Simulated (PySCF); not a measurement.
**A gas-phase reaction: F3HSi + Br2 → BrF3Si + BrH**

Wanted: the reaction energy for `F[SiH](F)F` + `BrBr` → `F[Si](F)(F)Br` + `Br`.

Programs: PySCF 2.14.0. All values are calculated, for the isolated system unless a continuum is named. Atoms count from 0, parts from 1.

## 1. The system as given

Each species was relaxed by itself at PBE0-D3(BJ)/def2-SVPD.

## 2. Reaction energy: wB97M-D3(BJ)/def2-TZVPD

The job: settings as JSON, then the geometry in Å.

```
{"job": {"kind": "react", "xc": "wB97M-D3(BJ)", "basis": "def2-TZVPD"}, "charge": 0, "multiplicity": 1}
-1 F3HSi charge 0 multiplicity 1
F      0.959740     0.859630     0.905250
Si     0.017550    -0.054650    -0.020750
F     -0.406950     0.818000    -1.301240
F     -1.313550    -0.392090     0.813770
H      0.707660    -1.281700    -0.427440

-1 Br2 charge 0 multiplicity 1
Br     1.150560     0.004820     0.000430
Br    -1.150820    -0.002850    -0.002380

+1 BrF3Si charge 0 multiplicity 1
F      0.747490     0.103570    -1.439280
Si    -0.041030     0.026410    -0.048200
F     -1.444340    -0.698080    -0.309220
F     -0.341690     1.522730     0.434800
Br     1.116090    -1.048600     1.431660

+1 BrH charge 0 multiplicity 1
Br     0.715090     0.005520     0.001060
H     -0.708640    -0.002250    -0.001760
```

Method: wB97M-D3(BJ)/def2-TZVPD reaction energy of separated species, gas phase.

Launch:

```
$ OMP_NUM_THREADS=1 python cluster_run.py task.json out
```

This one command runs all jobs of the session in turn.

Log:

```text
species 1 (F3HSi)
coarse grid: 24784 points
cycle   1  E = -589.9422155730  dE =  2.018e-01  |g| = 8.551e-01  |ddm| = 1.760e+00
cycle   2  E = -589.9337915304  dE =  8.424e-03  |g| = 9.976e-01  |ddm| = 9.301e-01
cycle   3  E = -590.0660009252  dE = -1.322e-01  |g| = 3.783e-02  |ddm| = 4.530e-01
cycle   4  E = -590.0663028353  dE = -3.019e-04  |g| = 1.057e-02  |ddm| = 5.425e-02
cycle   5  E = -590.0663328160  dE = -2.998e-05  |g| = 1.921e-03  |ddm| = 1.535e-02
cycle   6  E = -590.0663337305  dE = -9.145e-07  |g| = 4.031e-04  |ddm| = 2.828e-03
final grid: 52112 points
cycle   7  E = -590.0662861356  dE = -2.377e-07  |g| = 4.057e-04  |ddm| = 1.852e-03
cycle   8  E = -590.0662861386  dE = -2.993e-09  |g| = 4.230e-04  |ddm| = 4.411e-04
cycle   9  E = -590.0662861609  dE = -2.232e-08  |g| = 2.495e-05  |ddm| = 1.681e-04
cycle  10  E = -590.0662861612  dE = -2.731e-10  |g| = 9.443e-06  |ddm| = 4.029e-05
converged SCF energy = -590.0662861612

species 2 (Br2)
coarse grid: 14664 points
cycle   1  E = -5148.2886920258  dE = -2.032e+00  |g| = 4.158e-01  |ddm| = 1.565e+00
cycle   2  E = -5148.3001171843  dE = -1.143e-02  |g| = 2.962e-01  |ddm| = 3.425e-01
cycle   3  E = -5148.3083609962  dE = -8.244e-03  |g| = 9.005e-03  |ddm| = 1.528e-01
cycle   4  E = -5148.3084055505  dE = -4.455e-05  |g| = 2.023e-03  |ddm| = 1.256e-02
cycle   5  E = -5148.3084091230  dE = -3.573e-06  |g| = 6.167e-04  |ddm| = 4.103e-03
final grid: 26152 points
cycle   6  E = -5148.3084026506  dE = -1.104e-07  |g| = 3.661e-04  |ddm| = 8.879e-04
cycle   7  E = -5148.3084026742  dE = -2.364e-08  |g| = 2.411e-04  |ddm| = 4.758e-04
cycle   8  E = -5148.3084026884  dE = -1.418e-08  |g| = 2.159e-05  |ddm| = 1.721e-04
cycle   9  E = -5148.3084026886  dE = -2.165e-10  |g| = 1.096e-05  |ddm| = 2.977e-05
converged SCF energy = -5148.3084026886

species 3 (BrF3Si)
coarse grid: 29648 points
cycle   1  E = -3163.5409115390  dE = -5.474e-01  |g| = 9.067e-01  |ddm| = 2.101e+00
cycle   2  E = -3163.5358580452  dE =  5.053e-03  |g| = 1.024e+00  |ddm| = 1.100e+00
cycle   3  E = -3163.6781136096  dE = -1.423e-01  |g| = 5.827e-02  |ddm| = 5.364e-01
cycle   4  E = -3163.6786173401  dE = -5.037e-04  |g| = 1.590e-02  |ddm| = 5.294e-02
cycle   5  E = -3163.6786759378  dE = -5.860e-05  |g| = 2.841e-03  |ddm| = 1.639e-02
cycle   6  E = -3163.6786782564  dE = -2.319e-06  |g| = 1.012e-03  |ddm| = 3.925e-03
final grid: 59816 points
cycle   7  E = -3163.6786636142  dE = -3.444e-07  |g| = 8.152e-04  |ddm| = 2.092e-03
cycle   8  E = -3163.6786636463  dE = -3.212e-08  |g| = 7.559e-04  |ddm| = 1.106e-03
cycle   9  E = -3163.6786637241  dE = -7.779e-08  |g| = 6.938e-05  |ddm| = 4.321e-04
cycle  10  E = -3163.6786637250  dE = -9.286e-10  |g| = 2.714e-05  |ddm| = 5.303e-05
converged SCF energy = -3163.6786637250

species 4 (BrH)
coarse grid: 9808 points
cycle   1  E = -2574.7444816091  dE = -1.115e+00  |g| = 2.814e-01  |ddm| = 9.887e-01
cycle   2  E = -2574.7574487597  dE = -1.297e-02  |g| = 1.487e-01  |ddm| = 2.655e-01
cycle   3  E = -2574.7608845857  dE = -3.436e-03  |g| = 8.657e-03  |ddm| = 8.708e-02
cycle   4  E = -2574.7609219507  dE = -3.737e-05  |g| = 2.523e-03  |ddm| = 1.268e-02
cycle   5  E = -2574.7609263812  dE = -4.431e-06  |g| = 6.497e-04  |ddm| = 4.934e-03
final grid: 18448 points
cycle   6  E = -2574.7609110765  dE = -1.923e-07  |g| = 3.883e-04  |ddm| = 9.236e-04
cycle   7  E = -2574.7609111042  dE = -2.763e-08  |g| = 2.728e-04  |ddm| = 3.936e-04
cycle   8  E = -2574.7609111113  dE = -7.073e-09  |g| = 3.379e-05  |ddm| = 1.359e-04
cycle   9  E = -2574.7609111123  dE = -1.025e-09  |g| = 1.120e-05  |ddm| = 6.293e-05
cycle  10  E = -2574.7609111123  dE = -7.094e-11  |g| = 1.703e-06  |ddm| = 1.292e-05
converged SCF energy = -2574.7609111123

Reaction energy = -41.100 kcal/mol
```

It took 46 s on 1 thread of Intel Xeon Platinum 8259CL at 2.50GHz, shared host; peak memory 0.75 GiB.

Species by species (with the dispersion term, which the log's SCF energies lack):

```csv
ν,species,energy (Eh),HOMO (eV)
-1,F[SiH](F)F,-590.06940,-13.84
-1,BrBr,-5148.30959,-10.44
+1,F[Si](F)(F)Br,-3163.68301,-12.04
+1,Br,-2574.76148,-11.15
```

## 3. Reaction energy: PBE0-D3(BJ)/def2-TZVPD

The job, as its differences from that of step 2:

```diff
@@ -1,2 +1,2 @@
-{"job": {"kind": "react", "xc": "wB97M-D3(BJ)", "basis": "def2-TZVPD"}, "charge": 0, "multiplicity": 1}
+{"job": {"kind": "react", "xc": "PBE0", "basis": "def2-TZVPD", "disp": "d3bj"}, "charge": 0, "multiplicity": 1}
 -1 F3HSi charge 0 multiplicity 1
```

Level: PBE0-D3(BJ)/def2-TZVPD reaction energy of separated species, gas phase.

Log:

```text
species 1 (F3HSi)
coarse grid: 5504 points
cycle   1  E = -589.4428051292  dE =  2.697e-01  |g| = 8.630e-01  |ddm| = 1.850e+00
cycle   2  E = -589.2866839839  dE =  1.561e-01  |g| = 1.368e+00  |ddm| = 1.092e+00
cycle   3  E = -589.5573093839  dE = -2.706e-01  |g| = 2.599e-02  |ddm| = 6.644e-01
cycle   4  E = -589.5573911908  dE = -8.181e-05  |g| = 1.026e-02  |ddm| = 3.215e-02
cycle   5  E = -589.5574053264  dE = -1.414e-05  |g| = 5.653e-04  |ddm| = 7.020e-03
cycle   6  E = -589.5574053738  dE = -4.740e-08  |g| = 5.395e-04  |ddm| = 1.021e-03
final grid: 52112 points
cycle   7  E = -589.5664145213  dE = -3.644e-05  |g| = 3.345e-03  |ddm| = 1.527e-02
cycle   8  E = -589.5664131458  dE =  1.376e-06  |g| = 4.528e-03  |ddm| = 3.395e-03
cycle   9  E = -589.5664159331  dE = -2.787e-06  |g| = 2.483e-04  |ddm| = 2.079e-03
cycle  10  E = -589.5664159411  dE = -8.025e-09  |g| = 5.362e-05  |ddm| = 1.314e-04
cycle  11  E = -589.5664159414  dE = -3.295e-10  |g| = 1.891e-05  |ddm| = 4.340e-05
converged SCF energy = -589.5664159414

species 2 (Br2)
coarse grid: 14664 points
cycle   1  E = -5147.6955174453  dE = -1.992e+00  |g| = 4.158e-01  |ddm| = 1.609e+00
cycle   2  E = -5147.7001485732  dE = -4.631e-03  |g| = 3.188e-01  |ddm| = 3.040e-01
cycle   3  E = -5147.7078029136  dE = -7.654e-03  |g| = 2.250e-02  |ddm| = 1.633e-01
cycle   4  E = -5147.7079139906  dE = -1.111e-04  |g| = 7.934e-03  |ddm| = 2.329e-02
cycle   5  E = -5147.7079302781  dE = -1.629e-05  |g| = 5.812e-04  |ddm| = 6.034e-03
cycle   6  E = -5147.7079303369  dE = -5.876e-08  |g| = 9.434e-05  |ddm| = 7.038e-04
final grid: 26152 points
cycle   7  E = -5147.7079424834  dE = -3.399e-09  |g| = 8.878e-05  |ddm| = 2.090e-04
cycle   8  E = -5147.7079424837  dE = -2.747e-10  |g| = 7.651e-05  |ddm| = 1.000e-04
cycle   9  E = -5147.7079424841  dE = -4.229e-10  |g| = 2.356e-06  |ddm| = 3.911e-05
converged SCF energy = -5147.7079424841

species 3 (BrF3Si)
coarse grid: 29648 points
cycle   1  E = -3162.7588503133  dE = -5.120e-01  |g| = 9.063e-01  |ddm| = 2.196e+00
cycle   2  E = -3162.6001991796  dE =  1.587e-01  |g| = 1.392e+00  |ddm| = 1.244e+00
cycle   3  E = -3162.8789127136  dE = -2.787e-01  |g| = 6.758e-02  |ddm| = 7.615e-01
cycle   4  E = -3162.8793593649  dE = -4.467e-04  |g| = 1.220e-02  |ddm| = 4.452e-02
cycle   5  E = -3162.8793749366  dE = -1.557e-05  |g| = 5.193e-03  |ddm| = 1.084e-02
cycle   6  E = -3162.8793820517  dE = -7.115e-06  |g| = 9.173e-04  |ddm| = 5.069e-03
final grid: 59816 points
cycle   7  E = -3162.8793787243  dE = -8.349e-08  |g| = 1.182e-03  |ddm| = 2.215e-03
cycle   8  E = -3162.8793785735  dE =  1.508e-07  |g| = 1.497e-03  |ddm| = 2.081e-03
cycle   9  E = -3162.8793790086  dE = -4.350e-07  |g| = 6.049e-05  |ddm| = 1.108e-03
cycle  10  E = -3162.8793790091  dE = -5.257e-10  |g| = 1.359e-05  |ddm| = 3.943e-05
converged SCF energy = -3162.8793790091

species 4 (BrH)
coarse grid: 9808 points
cycle   1  E = -2574.4494534304  dE = -1.081e+00  |g| = 2.724e-01  |ddm| = 1.042e+00
cycle   2  E = -2574.4540917027  dE = -4.638e-03  |g| = 1.699e-01  |ddm| = 2.601e-01
cycle   3  E = -2574.4588661677  dE = -4.774e-03  |g| = 3.007e-02  |ddm| = 1.194e-01
cycle   4  E = -2574.4590976604  dE = -2.315e-04  |g| = 4.156e-03  |ddm| = 2.212e-02
cycle   5  E = -2574.4591016629  dE = -4.003e-06  |g| = 1.311e-03  |ddm| = 4.270e-03
final grid: 18448 points
cycle   6  E = -2574.4591027888  dE = -7.033e-08  |g| = 1.375e-03  |ddm| = 2.024e-03
cycle   7  E = -2574.4591028032  dE = -1.434e-08  |g| = 1.399e-03  |ddm| = 1.791e-03
cycle   8  E = -2574.4591030241  dE = -2.209e-07  |g| = 5.149e-05  |ddm| = 8.398e-04
cycle   9  E = -2574.4591030247  dE = -6.726e-10  |g| = 1.026e-05  |ddm| = 4.413e-05
converged SCF energy = -2574.4591030247

Reaction energy = -40.622 kcal/mol
```

Wall time 27 s (1 thread of Intel Xeon Platinum 8259CL at 2.50GHz, shared host); peak memory 0.66 GiB.

Reaction energy at this level: -40.62 kcal/mol.

## 4. Side by side

Energies in kcal/mol, with wall time:

```csv
run,reaction,time
wB97M-D3(BJ)/def2-TZVPD,-41.10,46 s
PBE0-D3(BJ)/def2-TZVPD,-40.62,27 s
```

## 5. Results

```
                                                quantity                      value
               reaction energy (wB97M-D3(BJ)/def2-TZVPD)            -41.10 kcal/mol
                     ΔH, ΔG at 298 K (xTB thermal terms)      -41.9, -41.5 kcal/mol
range of the reaction energy over the runs of this table  -41.10 to -40.62 kcal/mol
```

The reaction is exothermic by 41.9 kcal/mol in the gas phase; dispersion gives -0.38, and xTB itself gave -10.04 for the electronic energy (xTB energies and thermal terms come from the earlier relaxation of each species, not shown). No barrier was sought. xTB and this level differ widely in the electronic energy, so what comes from xTB (the thermal terms above all) is less safe here. The reaction energy runs from -41.10 (wB97M-D3(BJ)/def2-TZVPD) to -40.62 kcal/mol (PBE0-D3(BJ)/def2-TZVPD).
